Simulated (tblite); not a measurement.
# C4H9FSSi: the cost of one run

The runs use tblite 0.8.0 and PySCF 2.14.0, with density-fitted response routines of our own; the level of theory stands in each step. All values are computed, except where a source is named. Atoms count from 0, in the outputs and in this text.

**1. The starting structure**

16 atoms, charge 0, multiplicity 1; geometry from: force field or distance geometry start.

Bonds of the start (Å): C0–C1 1.52, C1–S2 1.81, S2–Si3 2.13, Si3–C4 1.85, C4–C5 1.34, C5–F6 1.36, C0–H7 1.13, C0–H8 1.10, C0–H9 1.11, C1–H10 1.11, C1–H11 1.13, Si3–H12 1.49, Si3–H13 1.48, C4–H14 1.09, C5–H15 1.07.

**2. Geometry optimisation with GFN2-xTB**

What the job is given:

```
{"job": {"kind": "relax", "xc": "GFN2-xTB", "basis": "xTB"}, "charge": 0, "multiplicity": 1}
C     -2.313000     0.612300     0.506300
C     -2.211500    -0.690700    -0.269300
S     -0.586500    -0.755800    -1.062200
Si     0.979300    -0.888600     0.373400
C      1.904500     0.718300     0.331000
C      3.183600     0.705800    -0.073200
F      3.824400    -0.434600    -0.427600
H     -2.412700     0.379700     1.611200
H     -1.354200     1.141800     0.392500
H     -3.193300     1.195400     0.159200
H     -2.987700    -0.698900    -1.065900
H     -2.354800    -1.554600     0.452300
H      1.910300    -2.008000     0.059600
H      0.458200    -1.013200     1.755300
H      1.426900     1.664500     0.601200
H      3.718900     1.635600    -0.087700
```

Run with:

```console
$ OMP_NUM_THREADS=1 python probes_run.py task.json out
```

One launch serves the whole session: the jobs run in the order shown.

**Question.** How long does this first job take on 1 thread of Arm Neoverse N1, shared host, and how much memory does it need?

About 2.3 s, with a peak of 0.18 GiB.
